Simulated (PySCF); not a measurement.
# AsH9Si3 (trisilylarsane): the cost of one run

Computed with PySCF 2.14.0 and routines of our own; the level stands in each step. Atoms count from 0.

## 1. The system as given

13 atoms, charge 0, multiplicity 1; geometry from: GFN2-xTB.

## 2. Magnetic properties: GIAO B97-2/pcSseg-1

Job settings and geometry (Å):

```
{"job": {"kind": "mag", "xc": "B97-2", "basis": "pcSseg-1", "isotopologues": 4}, "charge": 0, "multiplicity": 1}
Si    -0.754868     1.787803    -0.487671
As     0.245697    -0.215699    -1.087234
Si     1.980268    -0.185510     0.451467
Si    -1.177679    -1.645656     0.056854
H      0.089480     2.917884    -0.899626
H     -1.014415     1.951257     0.951724
H     -2.047234     1.932284    -1.171674
H      2.963343     0.843992     0.086828
H      2.678831    -1.478326     0.452796
H      1.579818     0.082535     1.842002
H     -0.642999    -3.014837     0.037901
H     -2.493464    -1.678206    -0.597792
H     -1.411167    -1.297035     1.468105
```

With the program's defaults for keys left out, this is: GIAO B97-2/pcSseg-1 magnetisability, rotational g tensor and spin-rotation constants, non-relativistic, gas phase.

On the command line:

```console
OMP_NUM_THREADS=1 python excited_run.py task.json out
```

The driver reads the jobs from task.json and runs them one after another.

**Question.** How long does this first job take on 1 thread of Intel Xeon 6975P-C, shared host, and how much memory does it need?

About 26 s, with a peak of 0.76 GiB.
